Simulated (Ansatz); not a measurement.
**CH5AlO2: basis-set convergence**

An exercise on one series of results from a longer session: the logs are not shown, and one member is left open.

The runs use Ansatz 0.2.0, Gaussian basis; one geometry, several basis sets.

Levels to be run: PBE0-D4/def2-SVP; ωB97M-V/def2-SVP; PBE0-D4/def2-QZVPP; ωB97M-V/def2-QZVPP; the functionals' def2-TZVPP values are taken from earlier runs.

### Structure used throughout

An earlier PBE0-D4 in a triple-zeta def2 set relaxation fixed the geometry.

9 atoms, charge 0, spin multiplicity 1.

Atoms are counted from 1 here; the program's logs count them from 0.

Bond lengths: C1–Al2 1.933 Å, C1–H5 1.094 Å, C1–H6 1.092 Å, C1–H7 1.093 Å, Al2–O3 1.698 Å, Al2–O4 1.698 Å, O3–H8 0.954 Å, O4–H9 0.955 Å. Angles: Al2–C1–H5 110.9°, Al2–C1–H6 111.7°, Al2–C1–H7 111.0°, H5–C1–H6 108.1°, H5–C1–H7 106.7°, H6–C1–H7 108.3°, C1–Al2–O3 118.6°, C1–Al2–O4 119.1°, O3–Al2–O4 122.3°, Al2–O3–H8 125.6°, Al2–O4–H9 125.4°.

Geometry (Å):

```xyz
9

C    -0.0485    1.0869   -1.0532
Al    0.0227   -0.2998    0.2921
O     1.0274   -1.6416    0.0237
O    -0.9186   -0.1367    1.6956
H    -0.4493    0.6978   -1.9936
H    -0.6763    1.9225   -0.7378
H     0.9509    1.4724   -1.2728
H     1.1356   -2.3823    0.6159
H    -0.9553   -0.7654    2.4129
```

Set-up of the first run:

Input file in.yaml:

```yaml
crystal:
  periodic: [false, false, false]
  atoms:
    - {symbol: C, position_ang: [-0.048532, 1.086897, -1.053153]}
    - {symbol: Al, position_ang: [0.022737, -0.299849, 0.292109]}
    - {symbol: O, position_ang: [1.027406, -1.641608, 0.023725]}
    - {symbol: O, position_ang: [-0.918634, -0.136706, 1.695555]}
    - {symbol: H, position_ang: [-0.449279, 0.697827, -1.993619]}
    - {symbol: H, position_ang: [-0.676326, 1.922521, -0.737759]}
    - {symbol: H, position_ang: [0.950901, 1.472359, -1.272774]}
    - {symbol: H, position_ang: [1.135639, -2.382262, 0.615903]}
    - {symbol: H, position_ang: [-0.955312, -0.765378, 2.412915]}
basis:
  gaussian: {orbitals: def2-SVP}
hamiltonian: {xc: pbe0, dispersion: d4}
output: {orbitals: {seedname: orbitals}}
```

Started as:

```console
> ansatz run in.yaml --threads 4 --pin off --events-out ev --progress --plain --max-ram 10444MiB
```

Among the steps run: PBE0-D4 in def2-SVP; ωB97M-V in def2-SVP; PBE0-D4 in def2-QZVPP; ωB97M-V in def2-QZVPP.

One of the session's tables, all rows but one given; the rest of the session is left out.

It belongs to the step «Density functionals: the series». 

```
functional       basis  HOMO (eV)  LUMO (eV)
   PBE0-D4    def2-SVP      -8.47       0.20
   PBE0-D4  def2-TZVPP      -8.60      -0.11
   PBE0-D4  def2-QZVPP      -8.63      -0.45
   ωB97M-V    def2-SVP          ?          ?
   ωB97M-V  def2-TZVPP     -10.90       1.37
   ωB97M-V  def2-QZVPP     -10.93       0.73
```

Q: Estimate the row for ωB97M-V, def2-SVP from the others.

The run gave: HOMO (eV): -10.75; LUMO (eV): 1.75. In the column «HOMO (eV)» it lies between ωB97M-V, def2-TZVPP (-10.90) and PBE0-D4, def2-QZVPP (-8.63).
